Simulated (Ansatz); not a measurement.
CH₅SSbSi, SMILES [SiH3][CH]1[S][SbH]1, a single point from an input written key by key

Program: the Ansatz DFT code, driven from Python.

Contents of `ch5ssbsi.yaml`:
```yaml
crystal:
  periodic: [false, false, false]
  atoms:
    - { symbol: Si, position_ang: [-0.8045, 0.9917, 0.3646] }
    - { symbol: C, position_ang: [-0.0481, -0.5948, -0.0708] }
    - { symbol: S, position_ang: [0.9264, -1.203, 1.2768] }
    - { symbol: Sb, position_ang: [1.9704, -0.3398, -0.8823] }
    - { symbol: H, position_ang: [0.1255, 1.9181, 0.9833] }
    - { symbol: H, position_ang: [-1.3458, 1.6844, -0.8811] }
    - { symbol: H, position_ang: [-1.9526, 0.8001, 1.2709] }
    - { symbol: H, position_ang: [-0.6416, -1.3521, -0.5481] }
    - { symbol: H, position_ang: [1.8587, -1.9509, -1.5304] }
basis:
  gaussian: { orbitals: def2-SVP }
hamiltonian:
  xc: b3lyp
output:
  forces: true
```

The cells in order, each with its output:

**Cell 1**
```python
import ansatz as az
import numpy as np
```

**Cell 2**
```python
session = az.Session.from_deck("ch5ssbsi.yaml")
data = session.plan(threads=1).execute().report
```

**Cell 3**
```python
print(f"E = {data['free_energy_ev']:.6f} eV = {data['free_energy_ev'] / 27.211386246:.7f} Ha")
print("converged:", data["converged"], " doubts:", data["published_state_doubts"] or "none")
symbols = ["Si", "C", "S", "Sb", "H", "H", "H", "H", "H"]
field = data["mean_field"]
print("<S^2> =", round(abs(field["state"]["spin_squared"]), 4), " all-electron relativity setting:", field["relativity"])
print("passes:", field["passes"])
if "symmetry" in field:
    print("occupied orbitals by irrep:", field["symmetry"]["occupied"])
```
Output:
```text
E = -26364.852851 eV = -968.8904716 Ha
converged: True  doubts: none
<S^2> = 0.0  all-electron relativity setting: none
passes: {'evaluations': 16, 'products': 13}
occupied orbitals by irrep: [{'A': 32}, {'A': 32}]
```

**Cell 4**
```python
print("forces (eV/A)")
for symbol, f in zip(symbols, data["forces_ev_ang"]):
    print(f"  {symbol:2s} {f[0]:9.4f} {f[1]:9.4f} {f[2]:9.4f}")
charges = data["charge_distribution"]
print("dipole moment", round(4.803205 * float(np.linalg.norm(charges["dipole_moment_e_ang"])), 3), "D")
print("Mulliken:", [(s, round(q, 3)) for s, q in zip(symbols, charges["mulliken_charges_e"])])
```
Output:
```text
forces (eV/A)
  Si   -1.6648    1.2241   -0.8439
  C     0.0749    0.0723   -0.0730
  S     1.2205   -0.3552    0.3786
  Sb    0.1459   -0.7430    0.3834
  H     0.6526    0.3254    0.2941
  H     0.1032   -0.1801    0.3011
  H    -0.2428   -0.0668    0.2990
  H    -0.4663   -0.4742   -0.6329
  H     0.1767    0.1975   -0.1064
dipole moment 2.248 D
Mulliken: [('Si', 0.463), ('C', -0.403), ('S', -0.163), ('Sb', 0.362), ('H', -0.086), ('H', -0.109), ('H', -0.089), ('H', 0.094), ('H', -0.068)]
```

What to keep in mind:
- Total energies depend on the basis set; only differences at equal settings carry meaning.
- The geometry is a force-field or estimated start, not a minimum of this method, and the basis set is short of its limit.
- It ran for 9.5 s on 1 thread of Arm Neoverse N1 (shared host), peak memory 0.28 GiB.
